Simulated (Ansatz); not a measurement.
# Al: the cost of one run

Program: Ansatz 0.2.0. Level of theory: DFT PBE, scalar-relativistic, plane waves, PAW, unless a step names another level. These are calculated values, not measurements.

1 further run of the same task is left out (set aside as unsound or not needed).

### 1 Starting point

The structure is cubic, space group Fm-3m (No. 225). The conventional cell has a = 4.041 Å, b = 4.041 Å, c = 4.041 Å, α = 90.00°, β = 90.00°, γ = 90.00°. Around Al (site symmetry m-3m) lie 12 Al at 2.86 Å.

As a file:

```
CELL_PARAMETERS angstrom
-1.42848 1.42868 2.02067
1.42848 -1.42868 2.02067
1.42848 1.42868 -2.02067
ATOMIC_POSITIONS crystal
Al 0.50000 0.50000 0.00000
```

The cell was relaxed beforehand at this level, from a database cell with other species swapped in; it needn't be the stable form of this composition. At a tolerance of 0.05 Å it has space group Fm-3m (No. 225); it has 16.50 Å³/atom, an uncorrected energy of +0.00 eV/atom over the standard state.

### 2 Electronic structure at the relaxed geometry

Input file input.yaml:

```yaml
crystal:
  lattice:
    - [-1.4284835314, 1.4286841243, 2.0206707968]
    - [1.4284835314, -1.4286841243, 2.0206707968]
    - [1.4284835314, 1.4286841243, -2.0206707968]
  atoms:
    - { symbol: Al, position: [0.5, 0.5, 0.0] }
basis:
  ecutwfc: 420
kpoints:
  mp_grid: { grid: [26, 26, 26] }
  band_path:
    path:
      - [[0.0, 0.0, 0.0], [0.0, 0.0, 0.49997127], [2.154e-05, 0.25000718, 0.37493936]]
      - [[-0.37497846, 0.37497846, 0.3749258], [0.0, 0.0, 0.0], [4.308e-05, 0.50001436, -7.818e-05], [-0.24998564, 0.24998564, 0.49993617], [0.0, 0.0, 0.49997127]]
    npoints: 14
hamiltonian:
  xc: pbe
scf:
  occupations: { method: gaussian, width: 0.1 }
  n_extra_bands: 6
output:
  forces: true
  stress: true
  eigenvalues: true
  populations: true
  dos: { projected: true, de: 0.02, nscf_kmesh: { grid: [32, 32, 32] } }
  bader: true
  write_density: true
  write_potential: true
  elf: true
  volumetric_format: npy
```

Started as:

```console
ansatz run input.yaml --threads 1 --pin off --max-ram 2560MiB --backend cpu --events-out ev --progress --plain --runs-dir out
```

**Question.** How long does this run take on 1 thread of Arm Neoverse V1, shared host, and how much memory does it need?

About 48 s, with a peak of 0.74 GiB.
